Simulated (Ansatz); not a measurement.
Predict the output of the script below (the Python package of Ansatz (0.2.0)).

`ch4geo_pa.py`:
```python
'''Proton affinity of CH4GeO at one site.'''

import ansatz as az
import numpy as np

BASIS_SET = 'def2-SVP'
XC = 'pbe0'
NET_CHARGE = 1
FORCE_TOL = 0.01

geometry = (
    az.Crystal.molecule()
    .atom('C', [-0.525, -0.4828, -0.6713])
    .atom('O', [-0.8101, -0.5836, 0.6425])
    .atom('Ge', [0.6391, 0.5056, 0.4272])
    .atom('H', [-1.2709, 0.1991, -1.1799])
    .atom('H', [-0.1921, -1.3808, -1.1602])
    .atom('H', [0.2875, 1.9422, 0.9216])
    .atom('H', [1.9328, -0.2677, 0.9744])
)

setup = (
    geometry.calculation()
    .basis(gaussian=BASIS_SET)  # atom-centred Gaussian functions
    .functional(XC)
)
symbols = [site.symbol for site in geometry.cartesian_sites]
start = np.array([site.position_ang for site in geometry.cartesian_sites], dtype=float)
data = setup.relax(force_tolerance=0.01, max_steps=100).run(threads=1).report
end = np.array(data['positions_ang'])

# start the new hydrogen opposite the existing bonds
away = sum((end[1] - end[j]) / np.linalg.norm(end[1] - end[j]) for j in [0, 2]) + np.array([0.15, 0.1, -0.2])
proton = end[1] + 1.0 * away / np.linalg.norm(away)
acid = az.Crystal.molecule()
for symbol, place in zip(symbols, end):
    acid = acid.atom(symbol, place.tolist())
acid = acid.atom('H', proton.tolist())
protonated = (
    acid.calculation()
    .basis(gaussian=BASIS_SET)  # atom-centred Gaussian functions
    .functional(XC)
    .charge(NET_CHARGE)  # electrons removed from the neutral system
    .relax(force_tolerance=FORCE_TOL, max_steps=80)  # relax until the tolerances are met
)
after = protonated.run(threads=1).report
xyz = np.array(after['positions_ang'])
reach = np.linalg.norm(xyz[:-1] - xyz[-1], axis=1)
print(f'base {data["free_energy_ev"]:.5f} eV, protonated {after["free_energy_ev"]:.5f} eV')
print(f'the proton ends {reach.min():.3f} A from {symbols[reach.argmin()]}{reach.argmin()}')
print(f'electronic proton affinity {(data["free_energy_ev"] - after["free_energy_ev"]):.3f} eV')
```

```console
$ python ch4geo_pa.py
base -59645.71124 eV, protonated -59654.89458 eV
the proton ends 0.973 A from O1
electronic proton affinity 9.183 eV
```

What to keep in mind:
- Total energies depend on the basis set; only differences at equal settings carry meaning.
- The proton is put on one chosen atom, which needn't be the most basic site, so the molecule's proton affinity can be higher; the ends are stationary points, not checked by frequencies, and zero-point and thermal terms count only where printed.
- Timing: 26 s on 1 thread of AMD EPYC 9B45 (Zen 5), on a shared host, peak memory 0.24 GiB.

(A comment or docstring line of the script was reworded after the run, the code is as it ran.)
